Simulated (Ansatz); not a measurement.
# Mg4FeO3: the cost of one run

Method: DFT PBE, scalar-relativistic, plane waves, PAW, unless a step names another level, in Ansatz 0.2.0.

9 further runs of the same task are left out: 4 that didn't finish, 5 set aside as unsound or not needed. Runs told in other sessions of the task aren't counted.

### 1 Plan

Pauling electronegativities: Mg 1.31, Fe 1.83, O 3.44 (spread 2.13). No set of common oxidation states balances it. Tabulated atomic sizes suggest about 13 Å³/atom. 26 candidates were drawn, by swapping species into database cells of other compounds, at random by space group and Wyckoff sites, or by hand, as the table says:

```csv
name,made from,space group no.,Wyckoff sites,atoms (primitive cell),V (Å³/atom)
c01,database cell of GeTe4Pb3,123,"Mg 2g, 1c, 1d; Fe 1a; O 2h, 1b",8,14.3
c02,"built by hand: MgO(001)/Fe-Mg-Mg-Fe superlattice, six oxide layers",129,"Mg 2c, 2c, 2c, 2c; Fe 2c; O 2c, 2c, 2c",16,12.2
c03,database cell of Na3PS4,217,Mg 8c; Fe 2a; O 6b,8,12.7
c04,random,123,"Mg 1b, 2f, 1a; Fe 1c; O 2g, 1d",8,12.8
c05,random,191,"Mg 2c, 2e; Fe 1b; O 3g",8,16.2
c06,database cell of CsZn4As3,123,"Mg 4i; Fe 1b; O 2h, 1a",8,13.6
c07,random,123,"Mg 4j; Fe 1d; O 2h, 1b",8,15.9
c08,built by hand: Rocksalt with Al3Ti-ordered Fe/O anion sublattice,139,"Mg 4c, 4e; Fe 2a; O 4d, 2b",8,12.7
c09,database cell of KCu4Se3,123,"Mg 4i; Fe 1d; O 2g, 1c",8,12.3
c10,random,221,"Mg 3c, 1b; Fe 1a; O 3d",8,16.4
c11,database cell of NbCu3Te4,215,Mg 4e; Fe 1a; O 3d,8,14.7
c12,built by hand: Rocksalt with Cu3Au-ordered Fe/O anion sublattice,221,"Mg 3d, 1b; Fe 1a; O 3c",8,12.7
c13,random,123,"Mg 4m; Fe 1b; O 1a, 2h",8,15.9
c14,random,229,Mg 8c; Fe 2a; O 6b,8,13.5
c15,random,123,"Mg 4n; Fe 1a; O 2e, 1b",8,15.1
c16,random,221,"Mg 1a, 3d; Fe 1b; O 3c",8,13.8
c17,random,187,"Mg 2i, 1d, 1c; Fe 1b; O 1f, 2h",8,15.3
c18,random,191,"Mg 3f, 1b; Fe 1a; O 3g",8,15.4
c19,random,65,"Mg 4e, 4l; Fe 2a; O 4k, 2b",8,14.3
c20,random,216,"Mg 16e; Fe 4b; O 4d, 4a, 4c",8,15.3
c21,"built by hand: MgO(001)/Fe-Mg superlattice, three oxide layers",99,"Mg 1a, 1b, 1a, 1a; Fe 1b; O 1b, 1a, 1b",8,12.7
c22,database cell of Zr4BN3,221,"Mg 3d, 1b; Fe 1a; O 3c",8,12.7
c23,random,221,"Mg 3c, 1a; Fe 1b; O 3d",8,14.3
c24,random,216,"Mg 16e; Fe 4a; O 4c, 4b, 4d",8,14.2
c25,random,191,"Mg 3g, 1a; Fe 1b; O 3f",8,15.6
c26,database cell of Al4Ni3Pt,123,"Mg 2g, 2g; Fe 1c; O 2h, 1d",8,12.4
```

### 2 Screening run of c02

input.yaml

```yaml
crystal:
  lattice:
    - [2.98, 0.0, 0.0]
    - [0.0, 2.98, 0.0]
    - [0.0, 0.0, 22.0]
  atoms:
    - { symbol: Mg, position: [0.0, 0.5, 0.952] }
    - { symbol: Mg, position: [0.5, 0.0, 0.857] }
    - { symbol: Mg, position: [0.0, 0.5, 0.761] }
    - { symbol: Mg, position: [0.5, 0.0, 0.048] }
    - { symbol: Mg, position: [0.0, 0.5, 0.143] }
    - { symbol: Mg, position: [0.5, 0.0, 0.239] }
    - { symbol: Mg, position: [0.0, 0.5, 0.565] }
    - { symbol: Mg, position: [0.5, 0.0, 0.435] }
    - { symbol: Fe, position: [0.5, 0.0, 0.67], spin: 4.0 }
    - { symbol: Fe, position: [0.0, 0.5, 0.33], spin: 4.0 }
    - { symbol: O, position: [0.0, 0.5, 0.857] }
    - { symbol: O, position: [0.5, 0.0, 0.952] }
    - { symbol: O, position: [0.5, 0.0, 0.761] }
    - { symbol: O, position: [0.5, 0.0, 0.143] }
    - { symbol: O, position: [0.0, 0.5, 0.048] }
    - { symbol: O, position: [0.0, 0.5, 0.239] }
basis:
  ecutwfc: 420
kpoints:
  mp_grid: { grid: [5, 5, 1] }
hamiltonian:
  xc: pbe
scf:
  occupations: { method: gaussian, width: 0.2 }
  lower_state_search: "off"
output:
  forces: true
  stress: true
  eigenvalues: true
  populations: true
magnetization:
  spin_polarized: true
relax:
  adjacent_minimum: "off"
  f_tol: 0.08
  max_steps: 16
  cell: { stress_tol: 0.8 }
```

Started as:

```bash
$ ansatz run input.yaml --threads 1 --pin off --max-ram 2560MiB --backend cpu --events-out ev --progress --plain --runs-dir out
```

What time and memory should one allow on 1 thread of Intel Xeon Platinum 8259CL at 2.50GHz (Skylake/Cascade Lake), shared host?

About 4.4 min, with a peak of 0.65 GiB.
